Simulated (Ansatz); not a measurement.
# GeH₃S (doublet): wave-function methods side by side at distance Ge1–S2 = 2.685 Å, cc-pVDZ

Aim: climb from Hartree-Fock through coupled cluster and multireference methods for GeH₃S (doublet) at one geometry and basis, and see what each rung misses.

Program: Ansatz 0.2.0, Gaussian basis. Level of theory: cc-pVDZ, core rule «outside noble gas», up to 19 orbitals frozen. These are calculated values, not measurements.

Plan: UHF; CCSD(T) on ROHF; CCSD(T) on UHF; BCCD(T) on ROHF; CISD; CCSDT(Q) on ROHF; CCSDT(Q) on UHF; CASSCF and MRCISD+Q, 3 electrons in 3 orbitals; CASSCF and NEVPT2, 3 electrons in 3 orbitals.

17 further runs of the same task are left out: 2 for a mislabelled method, 11 that didn't finish, 4 set aside as unsound or not needed.

## (1) The system

The geometry derives from a PBE0/def2-TZVP stationary point (not a proven minimum). One bond is set to the value named and the two fragments are kept rigid. No spin-orbit coupling is included. The filled d shell of Ge may be among the frozen orbitals whatever the setting's name suggests; the logs give the count.

5 atoms, charge 0, spin multiplicity 2.

Atoms are counted from 1 here; the program's logs count them from 0.

Bond lengths: Ge1–S2 2.685 Å, Ge1–H3 1.550 Å, Ge1–H4 1.545 Å, S2–H5 1.343 Å. Angles: S2–Ge1–H3 109.5°, S2–Ge1–H4 104.7°, H3–Ge1–H4 110.8°, Ge1–S2–H5 94.4°.

## (2) UHF

Contents of in.yaml:

```yaml
crystal:
  periodic: [false, false, false]
  atoms:
    - {symbol: Ge, position_ang: [0.042301, 0.023775, 0.815488]}
    - {symbol: S, position_ang: [-0.057573, -0.088188, -1.865317]}
    - {symbol: H, position_ang: [-0.838460, 1.196672, 1.316832]}
    - {symbol: H, position_ang: [-0.531110, -1.332291, 1.285397]}
    - {symbol: H, position_ang: [0.152551, 1.227704, -2.032426]}
basis:
  gaussian: {orbitals: cc-pVDZ}
magnetization: {spin_polarized: true, initial_magnetization: 1}
hamiltonian: {xc: hf}
output: {orbitals: {seedname: orbitals}}
```

Launch:

```sh
$ ansatz run in.yaml --threads 1 --pin off --events-out ev --progress --plain --max-ram 2393MiB
```

Further steps of the session: CCSD(T) on ROHF; CCSD(T) on UHF; BCCD(T) on ROHF; CISD; CCSDT(Q) on ROHF; CCSDT(Q) on UHF; CASSCF and MRCISD+Q, 3 electrons in 3 orbitals; CASSCF and NEVPT2, 3 electrons in 3 orbitals.

**Question.** What will the summary of the whole plan be? Wanted: UCCSDT(Q) below the RHF energy; RMP2 from UCCSDT(Q); UMP2 from UCCSDT(Q); RCCSD from UCCSDT(Q); RCCSD(T) from UCCSDT(Q); UCCSD(T) from UCCSDT(Q); RCCSDT(Q) from UCCSDT(Q); NEVPT2 pair from UCCSDT(Q); MRCISD+Q pair from UCCSDT(Q).

**Answer**, as computed:

| quantity | value |
| --- | --- |
| UCCSDT(Q) below the RHF energy | -7.2705 eV |
| RMP2 from UCCSDT(Q) | +30.30 kcal/mol |
| UMP2 from UCCSDT(Q) | +30.49 kcal/mol |
| RCCSD from UCCSDT(Q) | +6.26 kcal/mol |
| RCCSD(T) from UCCSDT(Q) | +1.38 kcal/mol |
| UCCSD(T) from UCCSDT(Q) | +1.33 kcal/mol |
| RCCSDT(Q) from UCCSDT(Q) | +0.11 kcal/mol |
| NEVPT2 pair from UCCSDT(Q) | +28.54 kcal/mol |
| MRCISD+Q pair from UCCSDT(Q) | +2.27 kcal/mol |
| levels within 1 kcal/mol (43 meV) | RCCSDT, UCCSDT, RCCSDT(Q) |
| T1 diagnostic | 0.025 |

**Reading.** RCCSD(T) lands +1.38 kcal/mol from the yardstick (0.8 % of the correlation energy). Of the multireference levels listed MRCISD+Q pair comes nearest in total energy (+2.27 kcal/mol), which doesn't show that its space is the better one. These misses are within one basis, not against nature; the frozen cores of restricted and unrestricted runs differ, which can shift their rows.
